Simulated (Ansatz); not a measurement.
**SiClF₂ radical (SMILES F[Si](F)Cl): a rigid scan of the angle F3–Si2–F1**

Aim: the energy along the angle F3–Si2–F1, from CCSD(T) and from cheaper methods, relative to the minimum. No other atom is relaxed.

The runs use Ansatz 0.2.0, Gaussian basis; single points in def2-TZVPP.

Levels: PBE-D4, r2SCAN-D4, PBE0-D4, B3LYP-D4, wB97M-V, Hartree-Fock, MP2, CCSD, CCSD(T). The scan takes 83.0, 89.0, 95.0, 101.0, 107.0, 113.0, 119.0, 125.0, 131.0°.

Correlated methods freeze the cores. Orbitals are unrestricted. B3LYP uses VWN-RPA correlation.

27 further runs of the same task are left out: 27 set aside as unsound or not needed.

## (1) The system as given

SMILES `F[Si](F)Cl`, 4 atoms, charge 0, spin multiplicity 2.

Atoms are counted from 1 here; the program's logs count them from 0.

Bond lengths: F1–Si2 1.605 Å, Si2–F3 1.605 Å, Si2–Cl4 1.995 Å. Angles: F1–Si2–F3 98.8°, F1–Si2–Cl4 110.4°, F3–Si2–Cl4 110.3°.

As a file:

```xyz
4
charge 0, multiplicity 2
F     1.26328    0.09025    0.82581
Si    0.21784   -0.29585   -0.32949
F    -0.82302   -1.13939    0.55420
Cl   -0.65811    1.34499   -1.05051
```

## (2) Finding the minimum

The input, relax/in.yaml:

```yaml
crystal:
  periodic: [false, false, false]
  atoms:
    - {symbol: F, position_ang: [1.263280, 0.090250, 0.825810]}
    - {symbol: Si, position_ang: [0.217840, -0.295850, -0.329490]}
    - {symbol: F, position_ang: [-0.823020, -1.139390, 0.554200]}
    - {symbol: Cl, position_ang: [-0.658110, 1.344990, -1.050510]}
basis:
  gaussian: {orbitals: def2-TZVP}
magnetization: {spin_polarized: true, initial_magnetization: 1}
hamiltonian: {xc: pbe0, dispersion: d4}
relax: {f_tol: 0.005, max_steps: 200}
```

No record of the launch command was kept for these runs.

The runs that follow: The minimum at every level; F3–Si2–F1 = 83.0°; F3–Si2–F1 = 89.0°; F3–Si2–F1 = 95.0°; F3–Si2–F1 = 101.0°; F3–Si2–F1 = 107.0°; F3–Si2–F1 = 113.0°; F3–Si2–F1 = 119.0°; F3–Si2–F1 = 125.0°; F3–Si2–F1 = 131.0°.

Before running it: what results should come out? Wanted: highest point, CCSD(T); lowest point, CCSD(T); minimum along the scan, CCSD(T); RMS deviation from CCSD(T); largest T1 diagnostic.

**Answer**, as computed:

| quantity | value |
| --- | --- |
| highest point, CCSD(T) | 0.768 eV at 83.0° |
| lowest point, CCSD(T) | 0.000 eV at 107.0° |
| minimum along the scan, CCSD(T) | 106.9° |
| curvature there | 1.88 meV/deg² |
| RMS deviation from CCSD(T) | PBE-D4 0.025, r2SCAN-D4 0.015, PBE0-D4 0.016, B3LYP-D4 0.014, wB97M-V 0.020, Hartree-Fock 0.030, MP2 0.007, CCSD 0.005 eV |
| largest T1 diagnostic | 0.014 |

What this shows: A polynomial through the near points puts the CCSD(T) minimum 0.1° below the PBE0-D4 value. Curvature against CCSD(T): PBE-D4 -8 %, Hartree-Fock +10 %. Best along the scan: CCSD. Worst: Hartree-Fock.
